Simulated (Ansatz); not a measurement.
# CH9GaSi2: up Jacob's ladder to CCSD(T)

An exercise on one series of results from a longer session: the logs are not shown, and one member is left open.

Method: functionals in def2-TZVPP, the program's frozen cores in correlated methods; program: Ansatz 0.2.0, Gaussian basis.

Levels to be run: LDA (SPW92), PBE-D4, revPBE-D4, BLYP-D4, r2SCAN-D4, B97M-V, PBE0-D4, B3LYP-D4, r2SCANh-D4, r2SCAN0-D4, HSE06-D4, BHLYP-D4, CAM-B3LYP-D4, LC-ωPBE, ωB97X-V, ωB97M-V, B2PLYP, PBE-QIDH; CCSD(T)/def2-SVP; CCSD(T)/def2-TZVPP; MP2/def2-QZVPP; extrapolation to the limit; RPA on PBE.

## The geometry

The geometry comes from an earlier relaxation with PBE0-D4 in a triple-zeta def2 set; it is a stationary point, not always the lowest conformer.

SMILES `[CH3][Ga]([SiH3])[SiH3]`, 13 atoms, charge 0, spin multiplicity 1.

Atoms are counted from 1 here; the program's logs count them from 0.

Bond lengths: C1–Ga2 1.976 Å, C1–H5 1.091 Å, C1–H6 1.091 Å, C1–H7 1.096 Å, Ga2–Si3 2.423 Å, Ga2–Si4 2.423 Å, Si3–H8 1.489 Å, Si3–H9 1.492 Å, Si3–H10 1.493 Å, Si4–H11 1.492 Å, Si4–H12 1.489 Å, Si4–H13 1.493 Å. Angles: Ga2–C1–H5 112.1°, Ga2–C1–H6 112.0°, Ga2–C1–H7 108.1°, H5–C1–H6 109.4°, H5–C1–H7 107.5°, H6–C1–H7 107.5°, C1–Ga2–Si3 118.7°, C1–Ga2–Si4 118.7°, Si3–Ga2–Si4 122.6°, Ga2–Si3–H8 113.5°, Ga2–Si3–H9 111.0°, Ga2–Si3–H10 109.9°, H8–Si3–H9 107.7°, H8–Si3–H10 107.5°, H9–Si3–H10 106.9°, Ga2–Si4–H11 110.7°, Ga2–Si4–H12 113.6°, Ga2–Si4–H13 110.2° and more.

The first run:

File in.yaml:

```yaml
crystal:
  periodic: [false, false, false]
  atoms:
    - {symbol: C, position_ang: [-0.038975, 1.756098, -1.157175]}
    - {symbol: Ga, position_ang: [-0.035084, 0.115257, -0.056580]}
    - {symbol: Si, position_ang: [0.914301, 0.208813, 2.171193]}
    - {symbol: Si, position_ang: [-0.902320, -1.932661, -1.019489]}
    - {symbol: H, position_ang: [-0.844220, 1.754523, -1.893242]}
    - {symbol: H, position_ang: [-0.107641, 2.657979, -0.547016]}
    - {symbol: H, position_ang: [0.908839, 1.800287, -1.704760]}
    - {symbol: H, position_ang: [0.787928, -1.069195, 2.924611]}
    - {symbol: H, position_ang: [0.267580, 1.280259, 2.983487]}
    - {symbol: H, position_ang: [2.367438, 0.540788, 2.091164]}
    - {symbol: H, position_ang: [-2.318457, -1.751718, -1.453664]}
    - {symbol: H, position_ang: [-0.860029, -3.093767, -0.088423]}
    - {symbol: H, position_ang: [-0.118861, -2.301665, -2.235106]}
basis:
  gaussian: {orbitals: def2-TZVPP}
hamiltonian: {xc: lda}
output: {orbitals: {seedname: orbitals}}
```

Among the steps run: LDA; PBE-D4 (GGA); revPBE-D4 (GGA); BLYP-D4 (GGA); r2SCAN-D4 (meta-GGA); B97M-V (meta-GGA); PBE0-D4 (hybrid); B3LYP-D4 (hybrid); r2SCANh-D4 (hybrid); r2SCAN0-D4 (hybrid); HSE06-D4 (hybrid); BHLYP-D4 (hybrid); CAM-B3LYP-D4 (range-separated); LC-ωPBE-D4 (range-separated; the results give it without D4); ωB97X-V (range-separated); ωB97M-V (range-separated); B2PLYP (double hybrid); PBE-QIDH (double hybrid).

One table of the session follows, with a row left open; its other results are not shown here.

It belongs to the step «Frontier levels by functional». 

| functional | HOMO (eV) | LUMO (eV) | gap (eV) |
| --- | --- | --- | --- |
| LDA (SPW92) | -6.15 | -3.09 | 3.06 |
| PBE-D4 | -6.05 | -2.87 | 3.17 |
| revPBE-D4 | -6.00 | -2.77 | 3.24 |
| BLYP-D4 | -5.88 | -2.78 | 3.11 |
| r2SCAN-D4 | ? | ? | ? |
| B97M-V | -6.39 | -2.90 | 3.48 |
| PBE0-D4 | -7.04 | -2.11 | 4.93 |
| B3LYP-D4 | -6.84 | -2.34 | 4.50 |
| r2SCANh-D4 | -6.62 | -2.45 | 4.18 |
| r2SCAN0-D4 | -7.17 | -2.04 | 5.13 |
| HSE06-D4 | -6.65 | -2.48 | 4.17 |
| BHLYP-D4 | -7.91 | -1.33 | 6.59 |
| CAM-B3LYP-D4 | -8.22 | -1.16 | 7.06 |
| LC-ωPBE | -9.49 | -0.04 | 9.45 |
| ωB97X-V | -9.18 | -0.19 | 8.99 |
| ωB97M-V | -8.97 | -0.40 | 8.57 |

**Question.** Estimate the row for r2SCAN-D4.

Worked estimate for «HOMO (eV)». Against the share of exact exchange, r2SCANh-D4 (0.1, -6.62), r2SCAN0-D4 (0.25, -7.17) give a slope of -3.67 per unit share; at 0 the line stands at -6.25.

The run gave: HOMO (eV): -6.26; LUMO (eV): -2.72; gap (eV): 3.54. In «HOMO (eV)» the line misses by +0.01.
